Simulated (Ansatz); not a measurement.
# C4H12Si2: the cost of one run

Method: UKS revPBE-D4/STO-3G, in Ansatz 0.2.0.

**1. The structure to begin with**

Bond lengths (14 of 18 bonds, heavy atoms first): C1–C2 1.552 Å, C2–Si3 1.952 Å, C2–C4 1.547 Å, C4–C5 1.590 Å, C2–Si6 1.947 Å, C5–Si6 1.898 Å, C1–H7 1.063 Å, C1–H8 1.071 Å, C1–H9 1.149 Å, Si3–H10 1.461 Å, Si3–H11 1.479 Å, Si3–H12 1.536 Å, C4–H13 1.070 Å, C4–H14 1.137 Å. Angles (14 of 36 angles, heavy atoms first): C1–C2–Si3 109.6°, C1–C2–C4 120.2°, C1–C2–Si6 115.7°, Si3–C2–C4 109.1°, Si3–C2–Si6 113.8°, C4–C2–Si6 86.9°, C2–C4–C5 96.2°, C4–C5–Si6 87.4°, C2–Si6–C5 74.8°, C2–C1–H7 112.0°, C2–C1–H8 108.7°, C2–C1–H9 107.1°, C2–Si3–H10 110.9°, C2–Si3–H11 111.1°.

The coordinates stand in the first input below.

**2. Preparing the start**

Contents of input.yaml:

```yaml
crystal:
  periodic: [false, false, false]
  atoms:
    - { symbol: C, position_ang: [-0.226, -1.7264, 0.4263] }
    - { symbol: C, position_ang: [0.1896, -0.2955, -0.0082] }
    - { symbol: Si, position_ang: [2.052, -0.3021, -0.593] }
    - { symbol: C, position_ang: [-0.6623, 0.4817, -1.0396] }
    - { symbol: C, position_ang: [-1.6712, 1.116, 0.0134] }
    - { symbol: Si, position_ang: [-0.2332, 1.1266, 1.2528] }
    - { symbol: H, position_ang: [0.3318, -2.0648, 1.2661] }
    - { symbol: H, position_ang: [-0.1379, -2.3799, -0.4175] }
    - { symbol: H, position_ang: [-1.3263, -1.6744, 0.752] }
    - { symbol: H, position_ang: [2.2531, -1.2586, -1.6787] }
    - { symbol: H, position_ang: [2.483, 1.0503, -1.0098] }
    - { symbol: H, position_ang: [2.9604, -0.722, 0.5727] }
    - { symbol: H, position_ang: [-0.2797, 1.2487, -1.6796] }
    - { symbol: H, position_ang: [-1.2945, -0.1749, -1.7192] }
    - { symbol: H, position_ang: [-2.0602, 2.0942, -0.2338] }
    - { symbol: H, position_ang: [-2.4991, 0.5213, 0.3649] }
    - { symbol: H, position_ang: [0.6582, 2.3305, 1.1517] }
    - { symbol: H, position_ang: [-0.5752, 0.6406, 2.6313] }
magnetization:
  spin_polarized: true
basis:
  gaussian: { orbitals: STO-3G }
hamiltonian:
  xc: revpbe
  dispersion: d4
relax:
  f_tol: 0.02
  max_steps: 40
output:
  orbitals: {}
```

Launch:

```sh
ansatz run input.yaml --threads 1 --pin off --max-ram 2048MiB --backend cpu --events-out ev --progress --plain --runs-dir out
```

**Question.** How long does this run take on 1 thread of Arm Neoverse V1, shared host, and how much memory does it need?

About 70 s, with a peak of 0.16 GiB.
